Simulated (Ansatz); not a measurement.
# SnO2: the cost of one run

Program: Ansatz 0.2.0. Level of theory: DFT LDA, scalar-relativistic, plane waves, PAW. These are calculated values, not measurements.

1 further run of the same task is left out (set aside as unsound or not needed).

## Step 1: The starting structure

The structure is tetragonal, space group I4_1/amd (No. 141). Conventional cell: a = 3.972 Å, b = 3.972 Å, c = 10.180 Å, α = 90.00°, β = 90.00°, γ = 90.00°. Sn (site symmetry -4m2) is surrounded by 6 O at 2.04 to 2.07 Å. Around O (site symmetry 2mm) lie 3 Sn at 2.04 to 2.07 Å.

Coordinates:

```xyz
6
Lattice="-1.9861 1.9861 5.0902 1.9861 -1.9861 5.0902 1.9861 1.9861 -5.0902" Properties=species:S:1:pos:R:3 pbc="T T T"
Sn    0.0000    1.9861    2.5451
Sn    0.0000    0.0000    0.0000
O     0.0000    0.0000    8.1137
O     0.0000    1.9861    4.6117
O     0.0000    0.0000    2.0666
O     0.0000    1.9861    0.4785
```

It goes back to an entry of the Materials Project, which need not be the stable form.

It is the result of an earlier relaxation at this level (volume 13.39 Å³/atom; gap on the mesh: 1.73 eV).

## Step 2: The reference cell

Reference values: F = -13979.8205 eV; pressure -0.01 GPa; largest force 0.001 eV/Å; gap on the mesh 1.73 eV. It was computed beforehand with the settings of the runs below.

## Step 3: Next: a two-dimensional strain map

The cell is strained by p along both x and y and by q along z, with fractional coordinates fixed.

## Step 4: p = -0.080, q = -0.080

Input file input.yaml:

```yaml
crystal:
  lattice:
    - [-1.8272239936, 1.8272239936, 4.6829543671]
    - [1.8272239936, -1.8272239936, 4.6829543671]
    - [1.8272239936, 1.8272239936, -4.6829543671]
  atoms:
    - { symbol: Sn, position: [0.75, 0.25, 0.5] }
    - { symbol: Sn, position: [0.0, 0.0, 0.0] }
    - { symbol: O, position: [0.7969975834, 0.7969975834, 0.0] }
    - { symbol: O, position: [0.9530024166, 0.4530024166, 0.5] }
    - { symbol: O, position: [0.2030024166, 0.2030024166, 0.0] }
    - { symbol: O, position: [0.5469975834, 0.0469975834, 0.5] }
basis:
  ecutwfc: 420
kpoints:
  mp_grid: { grid: [10, 10, 10] }
hamiltonian:
  xc: lda
scf:
  occupations: { method: gaussian, width: 0.05 }
output:
  forces: true
  stress: true
  eigenvalues: true
```

Run with:

```sh
$ ansatz run input.yaml --threads 2 --pin off --max-ram 5120MiB --backend cpu --events-out ev --progress --plain --runs-dir out
```

What time and memory should one allow on 2 threads of Intel Xeon Platinum 8375C at 2.90GHz (Ice Lake), shared host?

About 4.9 s, with a peak of 0.48 GiB.
